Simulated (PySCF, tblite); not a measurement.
# C₆H₁₂OSi₂: geometry, infrared bands and NMR shifts

What infrared bands and NMR shifts should C₆H₁₂OSi₂ (`C=C(C)[C@@]1([SiH3])C=CO[SiH2]1`) show?

Programs: tblite 0.8.0 and PySCF 2.14.0, with density-fitted response routines of our own. Each step states its level of theory. These are calculated values for one molecule in the gas phase, unless marked as measured. Atoms count from 0, in the outputs and in this text.

## (1) Starting geometry

21 atoms, charge 0, multiplicity 1; geometry from: force field or distance geometry start.

Bonds of the start (Å): C0–C1 1.32, C1–C2 1.51, C1–C3 1.48, C3–Si4 1.85, C3–C5 1.46, C5–C6 1.28, C6–O7 1.38, O7–Si8 1.75, Si8–C3 1.90, C0–H9 1.10, C0–H10 1.07, C2–H11 1.14, C2–H12 1.10, C2–H13 1.09, Si4–H14 1.46, Si4–H15 1.46, Si4–H16 1.46, C5–H17 1.11, C6–H18 1.12, Si8–H19 1.46, Si8–H20 1.46.

## (2) Geometry optimisation with GFN2-xTB

What the job is given:

```
{"job": {"kind": "relax", "xc": "GFN2-xTB", "basis": "xTB"}, "charge": 0, "multiplicity": 1}
C     -1.081900     1.905000    -0.150700
C     -0.958600     0.606500     0.047100
C     -2.177800    -0.106900     0.571100
C      0.296900    -0.144100    -0.190400
Si     0.046100    -1.657200    -1.230400
C      1.348800     0.747300    -0.679600
C      2.516000     0.668000    -0.158600
O      2.731700    -0.253100     0.846700
Si     1.134800    -0.641100     1.443700
H     -2.074000     2.328600     0.073400
H     -0.313200     2.551700    -0.512600
H     -3.105100     0.411800     0.164600
H     -2.245900    -1.130700     0.185200
H     -2.264300    -0.010500     1.655900
H     -0.081900    -2.804600    -0.335000
H      1.175200    -1.943500    -2.115900
H     -1.233300    -1.517200    -1.925900
H      1.114100     1.471300    -1.492500
H      3.365100     1.320200    -0.475800
H      0.969300    -2.057100     1.743700
H      0.829200     0.272500     2.535500
```

Launch:

```console
> OMP_NUM_THREADS=1 python probes_run.py task.json out
```

One launch serves the whole session: the jobs run in the order shown.

**Question.** This job is followed by: GFN2-xTB harmonic vibrations, gas phase; GIAO PBE0/pcSseg-1 NMR shielding, non-relativistic, gas phase. What will the session give for the following? strongest single infrared mode (GFN2-xTB); zero-point energy (GFN2-xTB); ¹³C shifts against TMS (PBE0/pcSseg-1); ¹H shifts against TMS (PBE0/pcSseg-1, means over atoms taken as alike); ²⁹Si shifts against TMS (PBE0/pcSseg-1); ¹⁷O shifts against H2O (PBE0/pcSseg-1).

The runs gave:

| quantity | value |
| --- | --- |
| strongest single infrared mode (GFN2-xTB) | 2286 cm⁻¹, 542 km/mol |
| zero-point energy (GFN2-xTB) | 96.3 kcal/mol |
| ¹³C shifts against TMS (PBE0/pcSseg-1) | 155.2, 154.3, 116.1, 112.9, 37.1, 29.5 ppm |
| ¹H shifts against TMS (PBE0/pcSseg-1, means over atoms taken as alike) | 6.55, 5.43, 5.39, 5.11, 5.09, 5.05, 4.09, 1.84 ppm |
| ²⁹Si shifts against TMS (PBE0/pcSseg-1) | 10.8, -60.1 ppm |
| ¹⁷O shifts against H2O (PBE0/pcSseg-1) | 107.8 ppm |

Over 148 steps the energy fell by 0.782 eV; of the close pairs, O7–Si8 changed most, 1.748 to 1.644 Å. All 57 modes are real, so the xTB geometry is a minimum. The strongest single mode, at 2286 cm⁻¹, moves mainly H20. Unscaled tight-binding wavenumbers are off by several per cent, some by more. Its intensities can rank the bands wrongly. H18 (hydrogen on an alkene carbon bearing oxygen) lies farthest downfield among hydrogen, at 6.55 ppm; a vinylic proton, deshielded by the sp2 carbon and the C=C anisotropy. At PBE0/pcSseg-1: The widest tensor belongs to C1: span 246 ppm, with a paramagnetic part of -229 ppm.
